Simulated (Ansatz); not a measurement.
# BH7NSbSi: the cost of one run

Program: Ansatz 0.2.0. Level of theory: RKS PBE0/def2-SVP. These are calculated values, not measurements.

**1. The system as given**

Bond lengths: N1–B2 1.464 Å, B2–Si3 1.920 Å, B2–Sb4 2.253 Å, N1–H5 1.096 Å, N1–H6 1.073 Å, Si3–H7 1.529 Å, Si3–H8 1.423 Å, Si3–H9 1.517 Å, Sb4–H10 1.704 Å, Sb4–H11 1.807 Å. Angles (14 of 15 angles, heavy atoms first): N1–B2–Si3 119.0°, N1–B2–Sb4 121.8°, Si3–B2–Sb4 119.1°, B2–N1–H5 108.4°, B2–N1–H6 109.9°, B2–Si3–H7 108.9°, B2–Si3–H8 111.1°, B2–Si3–H9 110.7°, B2–Sb4–H10 91.9°, B2–Sb4–H11 89.0°, H5–N1–H6 101.8°, H7–Si3–H8 107.7°, H7–Si3–H9 106.9°, H8–Si3–H9 111.3°.

Structure file:

```xyz
11

N    -0.7676    1.7661    0.1083
B    -0.1516    0.4677   -0.1720
Si    0.3135   -0.6786    1.2969
Sb    0.3723   -0.1703   -2.2680
H    -1.0127    2.2458   -0.8463
H    -1.7400    1.6243    0.5387
H     1.8262   -0.9006    1.2926
H    -0.3110   -1.9514    1.1705
H    -0.0330   -0.0236    2.6202
H     1.9357   -0.6519   -1.7913
H    -0.3664   -1.7844   -1.9289
```

**2. End point A**

input.yaml

```yaml
crystal:
  periodic: [false, false, false]
  atoms:
    - { symbol: "N", position_ang: [-0.7676, 1.7661, 0.1083] }
    - { symbol: B, position_ang: [-0.1516, 0.4677, -0.172] }
    - { symbol: Si, position_ang: [0.3135, -0.6786, 1.2969] }
    - { symbol: Sb, position_ang: [0.3723, -0.1703, -2.268] }
    - { symbol: H, position_ang: [-1.0127, 2.2458, -0.8463] }
    - { symbol: H, position_ang: [-1.74, 1.6243, 0.5387] }
    - { symbol: H, position_ang: [1.8262, -0.9006, 1.2926] }
    - { symbol: H, position_ang: [-0.311, -1.9514, 1.1705] }
    - { symbol: H, position_ang: [-0.033, -0.0236, 2.6202] }
    - { symbol: H, position_ang: [1.9357, -0.6519, -1.7913] }
    - { symbol: H, position_ang: [-0.3664, -1.7844, -1.9289] }
basis:
  gaussian: { orbitals: def2-SVP }
hamiltonian:
  xc: pbe0
relax:
  f_tol: 0.02
  max_steps: 50
```

Started as:

```bash
$ ansatz run input.yaml --threads 2 --pin off --max-ram 3072MiB --backend cpu --events-out ev --progress --plain --runs-dir out
```

**Question.** How long does this run take on 2 threads of Arm Neoverse V1, shared host, and how much memory does it need?

About 2.5 min, with a peak of 0.25 GiB.
